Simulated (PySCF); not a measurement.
# SrTe+: bond curves at several levels of theory

One table from this session's results is given with a row withheld; the runs are named, their logs left out.

Computed with PySCF 2.14.0. Level: Sr def2-SVP with ECP28, Te def2-SVP with ECP28, scalar-relativistic core potentials.

Set-up of the first run:

A driver script around PySCF takes these settings:

* atoms: Sr, Te
* charge: 1
* basis: Sr def2-SVP with ECP28, Te def2-SVP with ECP28
* Hamiltonian: scalar-relativistic core potentials
* basis functions: 49
* electrons treated: 33
* masses in u: 87.9056, 129.9062
* levels: PBE0, PBE, r²SCAN, TPSS, MN15, r²SCAN0, CAM-B3LYP, HF, MP2, SCS-MP2, CCSD, CCSD(T)
* grid: 80 radial by 434 angular points
* occupations: held fixed by the projection of orbital angular momentum
* dissociation limit: Sr+ + Te, each in its ground configuration
* starting distance in angstrom: 3.130
* values of 2S to try: 1, 3

Started as:

```console
OMP_NUM_THREADS=1 python dia.py task.json out
```

Steps of the session up to this table: Input; PBE0 along the bond; Other states along the same grid; PBE (GGA); r²SCAN (meta-GGA); TPSS (meta-GGA); MN15; r²SCAN0 (hybrid meta-GGA); CAM-B3LYP; UHF (mean field); Correlated methods on the Hartree–Fock reference.

One of the session's tables, all rows but one given; the rest of the session is left out.

It belongs to the step «Constants by level of theory». Differences from CCSD(T) in the same basis:

| level | Re (mÅ) | ωe (%) |
| --- | --- | --- |
| UHF | +16 | +1.5 |
| UHF-MP2 | -13 | +2.7 |
| UHF-SCS-MP2 | -6 | +1.7 |
| UHF-CCSD | -3 | +1.1 |
| PBE | -46 | +1.7 |
| TPSS | ? | ? |
| r²SCAN | -49 | +5.0 |
| PBE0 | -57 | +4.9 |
| r²SCAN0 | -55 | +6.4 |
| MN15 | -55 | +4.4 |
| CAM-B3LYP | -52 | +5.4 |

Estimate the missing values for TPSS.

As computed: Re (mÅ): -42; ωe (%): +2.4. In the column «Re (mÅ)» it lies between PBE (-46) and UHF-MP2 (-13).
